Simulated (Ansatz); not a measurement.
# BFH3NOSi: up Jacob's ladder to CCSD(T)

One table from this session's results is given with a row withheld; the runs are named, their logs left out.

Computed with Ansatz 0.2.0, Gaussian basis. Level: functionals in def2-TZVPP, the program's frozen cores in correlated methods.

The runs, in order: LDA (SPW92), PBE-D4, revPBE-D4, BLYP-D4, r2SCAN-D4, B97M-V, PBE0-D4, B3LYP-D4, r2SCANh-D4, r2SCAN0-D4, HSE06-D4, BHLYP-D4, CAM-B3LYP-D4, LC-ωPBE, ωB97X-V, ωB97M-V, B2PLYP, PBE-QIDH; CCSD(T)/def2-SVP; CCSD(T)/def2-TZVPP; MP2/def2-QZVPP; extrapolation to the limit; RPA on PBE.

## The geometry

All runs share one geometry, relaxed beforehand with PBE0-D4 in a triple-zeta def2 set.

SMILES `NB1O[SiH]1F`, 8 atoms, charge 0, spin multiplicity 1.

Atoms are counted from 1 here; the program's logs count them from 0.

Bond lengths: N1–B2 1.381 Å, N1–H6 1.003 Å, N1–H7 1.007 Å, B2–O3 1.386 Å, B2–Si4 1.878 Å, O3–Si4 1.695 Å, Si4–F5 1.594 Å, Si4–H8 1.477 Å. Angles: B2–N1–H6 122.8°, B2–N1–H7 122.3°, H6–N1–H7 114.9°, N1–B2–O3 131.2°, N1–B2–Si4 168.4°, O3–B2–Si4 60.4°, B2–O3–Si4 74.3°, B2–Si4–O3 45.3°, B2–Si4–F5 123.9°, B2–Si4–H8 130.6°, O3–Si4–F5 114.0°, O3–Si4–H8 113.8°, F5–Si4–H8 105.3°.

Set-up of the first run:

in.yaml reads:

```yaml
crystal:
  periodic: [false, false, false]
  atoms:
    - {symbol: N, position_ang: [0.549966, 1.169879, 1.187515]}
    - {symbol: B, position_ang: [0.175603, 0.248111, 0.229508]}
    - {symbol: O, position_ang: [0.799954, -0.904188, -0.222209]}
    - {symbol: Si, position_ang: [-0.657986, -0.806368, -1.081516]}
    - {symbol: F, position_ang: [-1.680688, -1.984954, -0.757651]}
    - {symbol: H, position_ang: [-0.009822, 1.969030, 1.421155]}
    - {symbol: H, position_ang: [1.402780, 1.080756, 1.716197]}
    - {symbol: H, position_ang: [-0.487610, -0.829266, -2.548800]}
basis:
  gaussian: {orbitals: def2-TZVPP}
hamiltonian: {xc: lda}
output: {orbitals: {seedname: orbitals}}
```

Launch:

```console
$ ansatz run in.yaml --threads 2 --pin off --events-out ev --progress --plain --max-ram 4352MiB
```

Steps of the session up to this table: LDA; PBE-D4 (GGA); revPBE-D4 (GGA); BLYP-D4 (GGA); r2SCAN-D4 (meta-GGA); B97M-V (meta-GGA); PBE0-D4 (hybrid); B3LYP-D4 (hybrid); r2SCANh-D4 (hybrid); r2SCAN0-D4 (hybrid); HSE06-D4 (hybrid); BHLYP-D4 (hybrid); CAM-B3LYP-D4 (range-separated); LC-ωPBE (range-separated); ωB97X-V (range-separated); ωB97M-V (range-separated); B2PLYP (double hybrid); PBE-QIDH (double hybrid).

One of the session's tables, all rows but one given; the rest of the session is left out.

It belongs to the step «Frontier levels by functional». 

```
  functional  HOMO (eV)  gap (eV)
 LDA (SPW92)      -5.97      4.78
      PBE-D4      -5.83      4.87
   revPBE-D4      -5.77      4.90
     BLYP-D4      -5.72      4.86
   r2SCAN-D4      -6.05      5.36
      B97M-V      -6.10      5.31
     PBE0-D4      -7.06      6.96
    B3LYP-D4      -6.88      6.52
  r2SCANh-D4      -6.51      6.14
  r2SCAN0-D4      -7.21      7.29
    HSE06-D4          ?         ?
    BHLYP-D4      -8.24      8.97
CAM-B3LYP-D4      -8.44      9.31
     LC-ωPBE      -9.74     11.82
     ωB97X-V      -9.41     11.35
     ωB97M-V      -9.23     10.85
```

Q: Estimate the row for HSE06-D4 from the others.

The run gave: HOMO (eV): -6.66; gap (eV): 6.18. In the column «HOMO (eV)» it lies between B3LYP-D4 (-6.88) and r2SCANh-D4 (-6.51).
